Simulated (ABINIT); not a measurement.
Here is an ABINIT 10.8.3 (patched build) calculation.

run.abi

```
# Datasets: one volume each
ndtset 7
scalecart1 3*0.9795861087
scalecart2 3*0.9864848297
scalecart3 3*0.9932883884
scalecart4 3*1.0000000000
scalecart5 3*1.0066227096
scalecart6 3*1.0131594038
scalecart7 3*1.0196128224

# Pseudopotentials
pp_dirpath "./"
pseudos "Te.GGA_PBE-JTH.xml, Sn.GGA_PBE-JTH.xml"

# Structure
acell 12.1031056597 12.1031056597 12.1031056597
rprim
    -0.3592531141     0.3592531141     0.8613213105
     0.3592531141    -0.3592531141     0.8613213105
     0.3592531141     0.3592531141    -0.8613213105
ntypat 2
znucl 52 50
natom 4
typat 1 2 2 2
xred
     0.0000000000     0.0000000000     0.0000000000
     0.5000000000     0.5000000000     0.0000000000
     0.2500000000     0.7500000000     0.5000000000
     0.7500000000     0.2500000000     0.5000000000

# Plane-wave basis
ecut 22.0
pawecutdg 44.0
pawxcdev 0

# k points
kptopt 1
ngkpt 8 8 8
nshiftk 1
shiftk 0.0 0.0 0.0

# Exchange and correlation
ixc -116133

# Bands and occupations
nband 29
occopt 3
tsmear 0.05 eV

# SCF cycle
nstep 100
tolvrs 1.0e-9

# Output
iomode 3
prtwf 0
prtden 0
prteig 0
prtebands 0
```

Potentials or basis: JTH PAW PBE v2.0.

Command:

```bash
$ mpirun --bind-to none -np 4 abinit run.abi > log 2>&1
```

(1) Predict the bulk modulus at fixed shape and positions.

(2) Estimate the equilibrium volume.

## Answers

(1) 51 GPa (rough).

(2) 27.33 Å³/atom (rough: see the caveat).

Caveat: pressures at fixed basis lie under the slope of the energies; the minimum lies outside the volumes run; the cell was scaled at fixed shape and fractional positions, which overstates the stiffness of a crystal with free parameters, most of all of layers and chains; the PAW data sets were made with another functional, which shifts forces and pressure a little.
